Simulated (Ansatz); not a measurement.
# C2H10BN: the cost of one run

Method: RKS B3LYP/6-31G*, in Ansatz 0.2.0.

### 1 The system as given

Bond lengths: B1–C3 1.600 Å, C3–H4 1.110 Å, C3–H5 1.110 Å, C3–H6 1.110 Å, B1–H7 1.190 Å, B1–N8 1.850 Å, N8–H9 1.060 Å, N8–C10 1.470 Å, C10–H11 1.110 Å, C10–H12 1.110 Å, C10–H13 1.110 Å. Angles (14 of 18 angles, heavy atoms first): C3–B1–N8 96.8°, B1–N8–C10 120.0°, B1–C3–H4 109.5°, B1–C3–H5 109.5°, B1–C3–H6 109.5°, C3–B1–H7 120.0°, H7–B1–N8 101.3°, B1–N8–H9 120.0°, H9–N8–C10 120.0°, N8–C10–H11 109.5°, N8–C10–H12 109.5°, N8–C10–H13 109.5°, H4–C3–H5 109.4°, H4–C3–H6 109.4°.

As a file:

```xyz
14

B     0.0000    0.0000    0.0000
H     0.0000    0.0000    1.5400
C     1.3856    0.0000   -0.8000
H     1.7152   -1.0462   -0.9702
H     1.2491    0.5080   -1.7774
H     2.1552    0.5381   -0.2082
H    -1.0305    0.0000   -0.5950
N     0.0829    1.7537    0.5833
H     0.4765    1.9752    1.5423
C    -0.3970    2.8399   -0.2830
H    -0.6674    2.4284   -1.2779
H    -1.2899    3.3132    0.1762
H     0.4035    3.5996   -0.4026
H     0.0424    0.8968    1.5631
```

### 2 Pulling towards end A

Springs on the bonds that form and break draw the guess towards this end; the thresholds are loose.

input.yaml reads:

```yaml
crystal:
  periodic: [false, false, false]
  atoms:
    - { symbol: B, position_ang: [0.0, 0.0, 0.0] }
    - { symbol: H, position_ang: [0.0, 0.0, 1.54] }
    - { symbol: C, position_ang: [1.3856, 0.0, -0.8] }
    - { symbol: H, position_ang: [1.7152, -1.0462, -0.9702] }
    - { symbol: H, position_ang: [1.2491, 0.508, -1.7774] }
    - { symbol: H, position_ang: [2.1552, 0.5381, -0.2082] }
    - { symbol: H, position_ang: [-1.0305, 0.0, -0.595] }
    - { symbol: "N", position_ang: [0.0829, 1.7537, 0.5833] }
    - { symbol: H, position_ang: [0.4765, 1.9752, 1.5423] }
    - { symbol: C, position_ang: [-0.397, 2.8399, -0.283] }
    - { symbol: H, position_ang: [-0.6674, 2.4284, -1.2779] }
    - { symbol: H, position_ang: [-1.2899, 3.3132, 0.1762] }
    - { symbol: H, position_ang: [0.4035, 3.5996, -0.4026] }
    - { symbol: H, position_ang: [0.0424, 0.8968, 1.5631] }
basis:
  gaussian: { orbitals: "6-31G*" }
hamiltonian:
  xc: b3lyp
relax:
  f_tol: 0.15
  max_steps: 25
  restrain:
    - { distance: [0, 7], at: 2.75, k: 30.0 }
    - { distance: [13, 1], at: 1.86, k: 30.0 }
    - { distance: [0, 1], at: 1.19, k: 30.0 }
    - { distance: [13, 7], at: 1.06, k: 30.0 }
output:
  orbitals: {}
```

Run with:

```
$ ansatz run input.yaml --threads 1 --pin off --max-ram 2048MiB --backend cpu --events-out ev --progress --plain --runs-dir out
```

**Question.** How long does this run take on 1 thread of Arm Neoverse V1, shared host, and how much memory does it need?

About 58 s, with a peak of 0.16 GiB.
